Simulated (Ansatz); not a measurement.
# C₂H₁₀O₄Si₂: up Jacob's ladder to CCSD(T)

An exercise on one series of results from a longer session: the logs are not shown, and one member is left open.

Program: Ansatz 0.2.0, Gaussian basis. Level of theory: functionals in def2-TZVPP, the program's frozen cores in correlated methods. These are calculated values, not measurements.

The runs, in order: LDA (SPW92), PBE-D4, revPBE-D4, BLYP-D4, r2SCAN-D4, B97M-V, PBE0-D4, B3LYP-D4, r2SCANh-D4, r2SCAN0-D4, HSE06-D4, BHLYP-D4, CAM-B3LYP-D4, LC-ωPBE, ωB97X-V, ωB97M-V, B2PLYP, PBE-QIDH; CCSD(T)/def2-SVP; CCSD(T)/def2-TZVPP; MP2/def2-QZVPP; extrapolation to the limit; RPA on PBE.

### The geometry

The geometry comes from an earlier relaxation with PBE0-D4 in a triple-zeta def2 set; it is a stationary point, not always the lowest conformer.

SMILES `C[SiH](O)O[Si](C)(O)O`, 18 atoms, charge 0, spin multiplicity 1.

Atoms are counted from 1 here; the program's logs count them from 0.

Bond lengths: C1–Si2 1.856 Å, C1–H9 1.094 Å, C1–H10 1.093 Å, C1–H11 1.093 Å, Si2–O3 1.641 Å, Si2–O4 1.636 Å, Si2–H12 1.482 Å, O3–H13 0.958 Å, O4–Si5 1.633 Å, Si5–C6 1.845 Å, Si5–O7 1.641 Å, Si5–O8 1.637 Å, C6–H14 1.093 Å, C6–H15 1.092 Å, C6–H16 1.092 Å, O7–H17 0.958 Å, O8–H18 0.958 Å. Angles: Si2–C1–H9 111.1°, Si2–C1–H10 111.2°, Si2–C1–H11 110.2°, H9–C1–H10 108.2°, H9–C1–H11 107.6°, H10–C1–H11 108.5°, C1–Si2–O3 112.3°, C1–Si2–O4 108.9°, C1–Si2–H12 112.1°, O3–Si2–O4 109.5°, O3–Si2–H12 104.4°, O4–Si2–H12 109.6°, Si2–O3–H13 118.0°, Si2–O4–Si5 145.5°, O4–Si5–C6 110.2°, O4–Si5–O7 106.9°, O4–Si5–O8 111.9°, C6–Si5–O7 113.8° and more.

Set-up of the first run:

Contents of in.yaml:

```yaml
crystal:
  periodic: [false, false, false]
  atoms:
    - {symbol: C, position_ang: [2.485529, 0.139516, 0.628601]}
    - {symbol: Si, position_ang: [0.854887, 0.824664, 1.190621]}
    - {symbol: O, position_ang: [0.740958, 0.900459, 2.825909]}
    - {symbol: O, position_ang: [-0.346333, -0.118953, 0.603724]}
    - {symbol: Si, position_ang: [-1.098623, -0.659537, -0.741161]}
    - {symbol: C, position_ang: [-1.950446, 0.734927, -1.597329]}
    - {symbol: O, position_ang: [-2.110297, -1.862870, -0.269366]}
    - {symbol: O, position_ang: [-0.044365, -1.309778, -1.811036]}
    - {symbol: H, position_ang: [2.638380, -0.875210, 1.007819]}
    - {symbol: H, position_ang: [3.315032, 0.761180, 0.973835]}
    - {symbol: H, position_ang: [2.519268, 0.092519, -0.463207]}
    - {symbol: H, position_ang: [0.652515, 2.222225, 0.740959]}
    - {symbol: H, position_ang: [0.916559, 0.103291, 3.327007]}
    - {symbol: H, position_ang: [-1.224674, 1.471682, -1.950385]}
    - {symbol: H, position_ang: [-2.513259, 0.372722, -2.459895]}
    - {symbol: H, position_ang: [-2.643163, 1.241649, -0.921629]}
    - {symbol: H, position_ang: [-2.452858, -1.810382, 0.623450]}
    - {symbol: H, position_ang: [0.223391, -2.216805, -1.656119]}
basis:
  gaussian: {orbitals: def2-TZVPP}
hamiltonian: {xc: lda}
output: {orbitals: {seedname: orbitals}}
```

Among the steps run: LDA; PBE-D4 (GGA); revPBE-D4 (GGA); BLYP-D4 (GGA); r2SCAN-D4 (meta-GGA); B97M-V (meta-GGA); PBE0-D4 (hybrid); B3LYP-D4 (hybrid); r2SCANh-D4 (hybrid); r2SCAN0-D4 (hybrid); HSE06-D4 (hybrid); BHLYP-D4 (hybrid); CAM-B3LYP-D4 (range-separated); LC-ωPBE (range-separated); ωB97X-V (range-separated); ωB97M-V (range-separated); B2PLYP (double hybrid); PBE-QIDH (double hybrid).

One of the session's tables, all rows but one given; the rest of the session is left out.

It belongs to the step «Orbital energies across the functionals». 

```
  functional  HOMO (eV)  LUMO (eV)  gap (eV)
 LDA (SPW92)      -7.03      -0.43      6.60
      PBE-D4      -6.91      -0.27      6.64
   revPBE-D4      -6.86      -0.18      6.68
     BLYP-D4      -6.83      -0.30      6.53
   r2SCAN-D4      -7.25       0.41      7.66
      B97M-V      -7.34      -0.09      7.26
     PBE0-D4      -8.35       0.57      8.91
    B3LYP-D4      -8.15       0.20      8.35
  r2SCANh-D4      -7.78       0.65      8.44
  r2SCAN0-D4      -8.58       1.00      9.58
    HSE06-D4      -7.94       0.20      8.14
    BHLYP-D4      -9.73       1.16     10.89
CAM-B3LYP-D4      -9.78       1.30     11.08
     LC-ωPBE     -11.11       2.64     13.75
     ωB97X-V     -10.78       2.39     13.17
     ωB97M-V          ?          ?         ?
```

Q: Estimate the row for ωB97M-V from the others.

The run gave: HOMO (eV): -10.64; LUMO (eV): 1.93; gap (eV): 12.57. In the column «HOMO (eV)» it lies between ωB97X-V (-10.78) and CAM-B3LYP-D4 (-9.78).
